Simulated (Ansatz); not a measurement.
# ClFH₄OSSi₂: up Jacob's ladder to CCSD(T)

Aim: compute ClFH₄OSSi₂ with functionals from several rungs and with coupled cluster, and see how far each lands from CCSD(T) at the basis-set limit for the atomisation energy.

Program: Ansatz 0.2.0, Gaussian basis. Level of theory: functionals in def2-TZVPP, the program's frozen cores in correlated methods. These are calculated values, not measurements.

The runs, in order: PBE-D4, r2SCAN-D4, PBE0-D4, B3LYP-D4, ωB97X-V, ωB97M-V, B2PLYP; CCSD(T)/def2-TZVPP; MP2/def2-QZVPP; extrapolation to the limit.

### Step 1. The relaxed structure

An earlier PBE0-D4 in a triple-zeta def2 set relaxation fixed the geometry.

SMILES `O[SiH](F)S[SiH2]Cl`, 10 atoms, charge 0, spin multiplicity 1.

Atoms are counted from 1 here; the program's logs count them from 0.

Bond lengths: O1–Si2 1.622 Å, O1–H7 0.959 Å, Si2–F3 1.594 Å, Si2–S4 2.131 Å, Si2–H8 1.468 Å, S4–Si5 2.129 Å, Si5–Cl6 2.052 Å, Si5–H9 1.478 Å, Si5–H10 1.476 Å. Angles: Si2–O1–H7 119.2°, O1–Si2–F3 111.5°, O1–Si2–S4 108.7°, O1–Si2–H8 107.2°, F3–Si2–S4 107.7°, F3–Si2–H8 108.0°, S4–Si2–H8 113.8°, Si2–S4–Si5 100.2°, S4–Si5–Cl6 111.5°, S4–Si5–H9 105.4°, S4–Si5–H10 111.9°, Cl6–Si5–H9 108.7°, Cl6–Si5–H10 107.4°, H9–Si5–H10 111.9°.

### Step 2. PBE-D4 (GGA)

File in.yaml:

```yaml
crystal:
  periodic: [false, false, false]
  atoms:
    - {symbol: O, position_ang: [-1.348972, 0.172936, -2.425484]}
    - {symbol: Si, position_ang: [-0.152996, 0.079950, -1.333405]}
    - {symbol: F, position_ang: [0.294788, 1.524865, -0.831465]}
    - {symbol: S, position_ang: [-0.855520, -1.006291, 0.359447]}
    - {symbol: Si, position_ang: [0.454633, -0.253610, 1.859496]}
    - {symbol: Cl, position_ang: [2.422153, -0.532781, 1.349117]}
    - {symbol: H, position_ang: [-2.229692, 0.416435, -2.134649]}
    - {symbol: H, position_ang: [0.995906, -0.543420, -2.001505]}
    - {symbol: H, position_ang: [0.161594, -1.049196, 3.070321]}
    - {symbol: H, position_ang: [0.258088, 1.191092, 2.088128]}
basis:
  gaussian: {orbitals: def2-TZVPP}
hamiltonian: {xc: pbe, dispersion: d4}
output: {forces: true, orbitals: {seedname: orbitals}}
```

Launch:

```bash
ansatz run in.yaml --threads 2 --pin off --events-out ev --progress --plain --max-ram 22528MiB --backend cuda --devices 0, --max-vram 18GiB
```

After this run come: r2SCAN-D4 (meta-GGA); PBE0-D4 (hybrid); B3LYP-D4 (hybrid); ωB97X-V (range-separated); ωB97M-V (range-separated); B2PLYP (double hybrid); CCSD(T) in def2-TZVPP; MP2 in def2-QZVPP.

Q: Predict the results of all the runs planned. Wanted: atomisation energy, CCSD(T)/CBS; farthest; mean size of error, hybrid; mean size of error, range-separated; gap, smallest and largest; T1 diagnostic; triples share of the correlation energy.

**Answer**, as computed:

```
                               quantity                                 value
        atomisation energy, CCSD(T)/CBS                         3584.9 kJ/mol
 functionals within 17.9 kJ/mol (0.5 %)   PBE-D4, r2SCAN-D4, ωB97X-V, ωB97M-V
                               farthest                 B2PLYP (-84.8 kJ/mol)
             mean size of error, hybrid                           57.6 kJ/mol
    mean size of error, range-separated                            2.4 kJ/mol
              gap, smallest and largest  5.75 eV (PBE-D4), 12.32 eV (ωB97X-V)
                          T1 diagnostic                                0.0113
triples share of the correlation energy                                 3.7 %
```

**Reading.** PBE-D4 is off by -2.5 kJ/mol. Double hybrids carry the basis error of their MP2 part in triple zeta, and no dispersion term here, so their miss is partly the set-up's. Misses under about 17.9 kJ/mol are within the doubt on the reference itself, which lacks core-valence correlation, relativity and higher excitations. Hartree-Fock recovers 73 % of the binding; the rest is correlation. Orbital gaps span 5.8 to 12.3 eV; exact exchange widens them.
